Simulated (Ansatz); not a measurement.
# ZrCl (doublet): the correlation ladder, def2-TZVPP

One table from this session's results is given with a row withheld; the runs are named, their logs left out.

Computed with Ansatz 0.2.0, Gaussian basis. Level: def2-TZVPP, core rule «outside noble gas», up to 9 orbitals frozen.

The runs, in order: UHF; ROHF; CCSD(T) on UHF.

2 further runs of the same task are left out: 2 set aside as unsound or not needed.

### What is computed

The geometry is a PBE0/def2-TZVP stationary point (not a proven minimum). No spin-orbit coupling is included. Elements past krypton take def2 core potentials.

2 atoms, charge 0, spin multiplicity 2.

Atoms are counted from 1 here; the program's logs count them from 0.

Bond lengths: Zr1–Cl2 2.304 Å.

As a file:

```xyz
2
ClZr
Zr    0.0000    0.0000    0.0000
Cl    0.0000    0.0000    2.3045
```

Set-up of the first run:

The input, in.yaml:

```yaml
crystal:
  periodic: [false, false, false]
  atoms:
    - {symbol: Zr, position_ang: [0.000000, 0.000000, 0.000000]}
    - {symbol: Cl, position_ang: [0.000000, 0.000000, 2.304496]}
basis:
  gaussian: {orbitals: def2-TZVPP}
magnetization: {spin_polarized: true, initial_magnetization: 1}
hamiltonian: {xc: hf}
output: {orbitals: {seedname: orbitals}}
```

Started as:

```
$ ansatz run in.yaml --threads 1 --pin off --events-out ev --progress --plain --max-ram 4096MiB --backend cpu
```

Among the steps run: UHF; ROHF; CCSD(T) on UHF.

One of the session's tables, all rows but one given; the rest of the session is left out.

It belongs to the step «Misses and costs». 

```
  method  from UCCSD(T) (kcal/mol)
    ROHF                   +189.67
     UHF                   +178.84
    UMP2                         ?
   UCCSD                     +8.92
UCCSD(T)                         0
```

**Question.** Estimate the row for UMP2.

As computed: from UCCSD(T) (kcal/mol): +28.21. In the column «from UCCSD(T) (kcal/mol)» it lies between UCCSD (+8.92) and UHF (+178.84).

With the free atoms at the same levels and basis (separate runs), the atomisation energy is 4.558 eV at UCCSD(T), 3.386 eV at ROHF.

Caveats from the session: The determinant is far from a pure spin state, so its energy mixes those of several spin states (harmless only where they are near-degenerate, as at dissociation).
